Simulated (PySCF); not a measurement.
# Sr₃: relaxation and vibrations of the singlet

The task is one start of a wider search on Sr₃: the singlet, from a PBE minimum start. It is relaxed, tested by its Hessian and followed downhill if it is a saddle.

Computed with PySCF 2.14.0. Level: PBE, basis Sr def2-TZVP with ECP28, scalar-relativistic core potentials, no spin–orbit coupling, density fitting.

### Step 1. Where the work starts

3 atoms, charge 0, spin multiplicity 1.

No contacts short enough for the rule that draws bonds.

```xyz
3
charge 0 multiplicity 1
Sr    1.2332    2.1360    0.0000
Sr   -2.4664    0.0000    0.0000
Sr    1.2332   -2.1360    0.0000
```

### Step 2. Finding the electronic state

The steps below are one call of a driver around PySCF. For each, scf.py gives the equivalent set-up of the SCF; relaxations use the driver's own optimiser. After this first run the driver tries any further starts and a stability analysis.

scf.py

```python
from pyscf import gto, scf, dft
mol = gto.M(atom='''
Sr     1.233210     2.135980     0.000000
Sr    -2.466410     0.000000     0.000000
Sr     1.233210    -2.135980     0.000000''',
    basis={'Sr': 'def2-TZVP'},
    ecp={'Sr': 'def2-TZVP'},
    charge=0, spin=0)
mf = dft.RKS(mol, xc='PBE')
mf.grids.atom_grid = (50, 194)
aux = {'Sr': 'def2-universal-JKFIT'}
mf = mf.density_fit(auxbasis=aux)
mf.conv_tol = 1e-08
mf.diis_space = 10
mf.max_cycle = 60
mf.init_guess = 'minao'
mf.verbose = 4
mf.kernel()
```

Started as:

```console
OMP_NUM_THREADS=2 python axn.py task.json out
```

What it wrote:

```text
init E= -87.2944608875606
  HOMO = -0.407805608892502  LUMO = -0.390324968672935  gap/eV = 0.47567
cycle= 1 E= -91.5088355693199  delta_E= -4.21  |g|= 0.936  |ddm|= 4.96
  HOMO = -0.0293484240296663  LUMO = 0.0175717034024039  gap/eV = 1.27676
cycle= 2 E= -91.0845311855306  delta_E= 0.424  |g|= 1.41  |ddm|= 5.06
  HOMO = -0.100574393975812  LUMO = -0.0711973621120963  gap/eV = 0.79939
cycle= 3 E= -92.0598497354783  delta_E= -0.975  |g|= 0.221  |ddm|= 3.68
  HOMO = -0.114760913036983  LUMO = -0.0798004177367619  gap/eV = 0.95132
cycle= 4 E= -92.0806545236742  delta_E= -0.0208  |g|= 0.0717  |ddm|= 0.848
  HOMO = -0.114124924837384  LUMO = -0.0785544135134197  gap/eV = 0.96792
cycle= 5 E= -92.0824220891085  delta_E= -0.00177  |g|= 0.0109  |ddm|= 0.211
  HOMO = -0.115917616989378  LUMO = -0.0802711911600462  gap/eV = 0.96999
cycle= 6 E= -92.0824840598504  delta_E= -6.2e-05  |g|= 0.00311  |ddm|= 0.0372
  HOMO = -0.116287651916227  LUMO = -0.0808074123291298  gap/eV = 0.96547
cycle= 7 E= -92.0824903284648  delta_E= -6.27e-06  |g|= 0.00125  |ddm|= 0.018
  HOMO = -0.116145779824793  LUMO = -0.0805756385071865  gap/eV = 0.96791
cycle= 8 E= -92.0824913126457  delta_E= -9.84e-07  |g|= 0.000448  |ddm|= 0.00734
  HOMO = -0.116175072637201  LUMO = -0.0806146086724149  gap/eV = 0.96765
cycle= 9 E= -92.0824914424743  delta_E= -1.3e-07  |g|= 6.93e-05  |ddm|= 0.00188
  HOMO = -0.11617307508031  LUMO = -0.080613285212066  gap/eV = 0.96763
cycle= 10 E= -92.0824914433088  delta_E= -8.34e-10  |g|= 6.21e-05  |ddm|= 0.000504
  HOMO = -0.1161668208091  LUMO = -0.0806068172060663  gap/eV = 0.96764
Extra cycle  E= -92.0824914168947  delta_E= 2.64e-08  |g|= 0.000189  |ddm|= 0.000951
converged SCF energy = -92.0824914168947
```

This step, with its further starts and checks, needed 8.4 s of wall time on 2 threads of Arm Neoverse N1, shared host.

The test of internal stability found no lower closed-shell solution.

### Step 3. PBE minimum start, singlet: relaxation

The program finds D3h symmetry in the start, which this walk keeps. Threshold on the gradient: 0.0003 Eh/bohr, with a further test on the energy change.

Changes to scf.py since step 2:

```diff
@@ -3,3 +3,3 @@
-Sr     1.233210     2.135980     0.000000
-Sr    -2.466410     0.000000     0.000000
-Sr     1.233210    -2.135980     0.000000''',
+Sr     1.233208     2.135978     0.000000
+Sr    -2.466415    -0.000000     0.000000
+Sr     1.233208    -2.135978     0.000000''',
@@ -16 +15,0 @@
-mf.init_guess = 'minao'
```

The optimiser's trace:

| step | energy (Eh) | change (kJ/mol) | largest symmetric gradient (Eh/bohr) |
| --- | --- | --- | --- |
| 0 | -92.082491 | 0.00 | 0.00003 |

The walk took 2.6 s.

End point (D3h, 0 steps, 0.0 kJ/mol gained): Sr–Sr 4.272 Å (×3); Sr–Sr–Sr 60.0° (×3).

### Step 4. Vibrations and properties at this point

The point is checked on the finer grid, and tightened if its gradient asks for it. The Hessian and the dipole derivatives come from central differences of analytic gradients, with steps of 0.02 bohr.

Changes to scf.py since step 3:

```diff
@@ -4 +4 @@
-Sr    -2.466415    -0.000000     0.000000
+Sr    -2.466415     0.000000     0.000000
@@ -10 +10 @@
-mf.grids.atom_grid = (50, 194)
+mf.grids.atom_grid = (75, 302)
@@ -13 +13 @@
-mf.conv_tol = 1e-08
+mf.conv_tol = 1e-10
```

This SCF starts from the last density.

SCF at the final geometry:

```text
init E= -92.0823987858976
  HOMO = -0.116172034944273  LUMO = -0.0806078252653049  gap/eV = 0.96775
cycle= 1 E= -92.0823987850885  delta_E= 8.09e-10  |g|= 3.4e-05  |ddm|= 0.000162
  HOMO = -0.116171674487698  LUMO = -0.0806084237778284  gap/eV = 0.96773
cycle= 2 E= -92.0823987776148  delta_E= 7.47e-09  |g|= 0.000101  |ddm|= 0.000496
  HOMO = -0.116172311023866  LUMO = -0.0806080427205305  gap/eV = 0.96775
cycle= 3 E= -92.082398785992  delta_E= -8.38e-09  |g|= 4.22e-06  |ddm|= 0.000384
  HOMO = -0.11617240533878  LUMO = -0.0806079780745026  gap/eV = 0.96776
cycle= 4 E= -92.0823987860023  delta_E= -1.04e-11  |g|= 3.17e-07  |ddm|= 1.25e-05
  HOMO = -0.11617244894496  LUMO = -0.0806080517118317  gap/eV = 0.96776
Extra cycle  E= -92.0823987860015  delta_E= 8.53e-13  |g|= 8.03e-07  |ddm|= 2.53e-06
converged SCF energy = -92.0823987860015
```

The whole step took 23 s.

Geometry: D3h; Sr–Sr 4.272 Å (×3); Sr–Sr–Sr 60.0° (×3).

Harmonic modes (main isotopes):

```csv
symmetry,ω (cm⁻¹),IR (km/mol)
e',62,0.2
a1',71,0.0
```

No imaginary mode, so this is a minimum.

Constants and moments:

```yaml
Dipole_moment: 0.00 D
Highest_occupied_level: -3.16 eV
Lowest_empty_level: -2.19 eV
Rotational_constants: 0.02102, 0.02102, 0.01051 cm⁻¹
Zero-point_energy: 1.2 kJ/mol
Principal_polarisabilities: 405.0, 699.5, 699.5 bohr³
Atomisation_energy_without_zero-point_energy: 79 kJ/mol
Principal_traceless_quadrupole_moments_about_the_centre_of_mass: -0.99, -0.99, 1.98 D Å
Entropy_at_298.15_K_and_1_bar: 352.4 J/(mol K)
Heat_capacity_Cp_at_298.15_K: 58.0 J/(mol K)
Enthalpy_at_298.15_K_above_0_K: 16.25 kJ/mol
Rotational_symmetry_number: 6
```

Charges (e) and bond orders:

| atom | Mulliken | Löwdin | polar tensor | Mayer order to Sr1 |
| --- | --- | --- | --- | --- |
| Sr1 | 0.00 | 0.00 | 0.00 | – |
| Sr2,3 | 0.00 | 0.00 | 0.00 | 0.65 |

Mulliken populations on Sr1 (outside its core potential): s 3.59, p 6.26, d 0.16.

### Step 5. Would spin polarisation lower it?

At the lowest minimum the closed shell is tested against spin polarisation, on the (50, 194) grid. It is stable.

### Step 6. Summary of results

| quantity | value |
| --- | --- |
| minimum | singlet, D3h |
| geometry | Sr–Sr 4.272 Å (×3); Sr–Sr–Sr 60.0° (×3) |
| wavenumbers (cm⁻¹) | 62 (e'), 71 (a1') |
| dipole moment | 0.00 D |
| highest occupied, lowest empty level | -3.16, -2.19 eV |
| polar-tensor charge of Sr1 | +0.00 e |
| zero-point energy | 1.2 kJ/mol |
| entropy at 298.15 K | 352.4 J/(mol K) |
| atomisation energy (no zero-point energy) | 79 kJ/mol |

In words: The molecule stays D3h, as typed, and the end point is a minimum. Other starts or spin states, not run here, may lie lower.

The search up to here needed 36 s of wall time on 2 threads of Arm Neoverse N1, shared host.
